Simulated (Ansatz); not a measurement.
**CF2I+ (SMILES F[C+](F)I): functionals against CCSD(T) at one geometry**

The task here is to estimate one member of a computed series from the others.

The runs use Ansatz 0.2.0, Gaussian basis; single points in def2-TZVPP.

Cores are frozen in the correlated methods. Filled d shells of the heavier atoms are correlated. Core potentials replace the inner electrons past krypton, and spin-orbit coupling is left out.

## The starting structure

SMILES `F[C+](F)I`, 4 atoms, charge 1, spin multiplicity 1.

Atoms are counted from 1 here; the program's logs count them from 0.

Bond lengths: F1–C2 1.238 Å, C2–F3 1.300 Å, C2–I4 2.019 Å. Angles: F1–C2–F3 108.7°, F1–C2–I4 123.7°, F3–C2–I4 127.5°.

Geometry (Å):

```xyz
4

F    -0.2467    0.2640    1.2630
C     0.0261   -0.0548    0.0982
F     0.8247   -1.0808    0.1220
I    -0.6475    0.9421   -1.5233
```

Set-up of the first run:

Contents of run/in.yaml:

```yaml
crystal:
  periodic: [false, false, false]
  atoms:
    - {symbol: F, position_ang: [-0.246700, 0.264000, 1.263000]}
    - {symbol: C, position_ang: [0.026100, -0.054800, 0.098200]}
    - {symbol: F, position_ang: [0.824700, -1.080800, 0.122000]}
    - {symbol: I, position_ang: [-0.647500, 0.942100, -1.523300]}
basis:
  gaussian: {orbitals: def2-TZVPP}
total_charge: 1
correlation: {method: ccsd_t}
output: {forces: true}
```

The command line of these runs was not kept.

Steps of the session up to this table: CCSD(T)/def2-TZVPP; PBE0-D4/def2-TZVPP; wB97M-V/def2-TZVPP; r2SCAN-D4/def2-TZVPP; PBE-D4/def2-TZVPP; wB97X-V/def2-TZVPP; LC-wPBE/def2-TZVPP.

One of the session's tables, all rows but one given; the rest of the session is left out.

```
   method  RMS force component (eV/Å)  angle to CCSD(T) forces (°)
  CCSD(T)                       1.005                    reference
  PBE0-D4                       1.039                         10.1
  wB97M-V                       1.013                          6.7
r2SCAN-D4                       0.970                          4.6
   PBE-D4                       0.995                         23.5
  wB97X-V                           ?                            ?
  LC-wPBE                       1.063                         12.1
```

**Question.** Estimate the row for wB97X-V.

**Answer.** RMS force component (eV/Å): 1.022; angle to CCSD(T) forces (°): 5.0. In the column «RMS force component (eV/Å)» it lies between wB97M-V (1.013) and PBE0-D4 (1.039).
